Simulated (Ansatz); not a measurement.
**ScC+ (quintet): wave-function methods side by side, def2-SVP**

An exercise on one series of results from a longer session: the logs are not shown, and one member is left open.

Method: def2-SVP, core rule «outside noble gas», up to 10 orbitals frozen; program: Ansatz 0.2.0, Gaussian basis.

To be run: UHF; CCSD(T) on ROHF; CCSD(T) on UHF; CISD as a restricted active space (open shells left free, so some higher excitations enter); CCSDT(Q) on ROHF; CCSDT(Q) on UHF; Full CI.

19 further runs of the same task are left out: 8 for a known fault of the program, 3 that didn't finish, 8 set aside as unsound or not needed. Runs told in other sessions of the task aren't counted.

## The system

The geometry is a PBE0/def2-TZVP stationary point (not a proven minimum) of the parent state, kept for this charge and spin.

2 atoms, charge 1, spin multiplicity 5.

Atoms are counted from 1 here; the program's logs count them from 0.

Bond lengths: Sc1–C2 1.828 Å.

The first run:

File in.yaml:

```yaml
crystal:
  periodic: [false, false, false]
  atoms:
    - {symbol: Sc, position_ang: [0.000000, 0.000000, 0.000000]}
    - {symbol: C, position_ang: [0.000000, 0.000000, 1.827800]}
basis:
  gaussian: {orbitals: def2-SVP}
total_charge: 1
magnetization: {spin_polarized: true, initial_magnetization: 4}
hamiltonian: {xc: hf}
output: {orbitals: {seedname: orbitals}}
```

Run with:

```
$ ansatz run in.yaml --threads 1 --pin off --events-out ev --progress --plain --max-ram 2393MiB
```

Among the steps run: UHF; CCSD(T) on ROHF; CCSD(T) on UHF; CISD as a restricted active space (open shells left free, so some higher excitations enter); CCSDT(Q) on ROHF; CCSDT(Q) on UHF; Full CI.

One table of the session follows, with a row left open; its other results are not shown here.

| method | from FCI (kJ/mol) |
| --- | --- |
| ROHF | ? |
| UHF | +261.9 |
| RMP2 | +61.4 |
| UMP2 | +56.7 |
| RCCSD | +11.8 |
| UCCSD | +7.9 |
| RCCSD(T) | +2.5 |
| UCCSD(T) | -1.3 |
| RCCSDT | +0.2 |
| UCCSDT | -3.5 |
| RCCSDT(Q) | -0.1 |
| UCCSDT(Q) | -4.0 |
| FCI | 0 |

**Question.** Estimate the row for ROHF.

As computed: from FCI (kJ/mol): +269.2. In the column «from FCI (kJ/mol)» it is the highest.

Not comparable, so not listed: CISD as a restricted active space (open shells left free, so some higher excitations enter) (they don't share determinant, frozen orbitals or solution with the rows shown, or repeat one).

To keep in mind: UCCSD(T), UCCSDT, UCCSDT(Q) fall below full CI: unrestricted runs freeze a spin-polarised core, another one than full CI's, and coupled cluster isn't variational. Levels on UHF freeze UHF's core orbitals, full CI those of ROHF, so the U rows can settle a little off it for that reason alone. Restricted and unrestricted rows rest on different reference determinants; a gap between their highest levels can come from leftover correlation error, from unlike frozen cores or from another state.
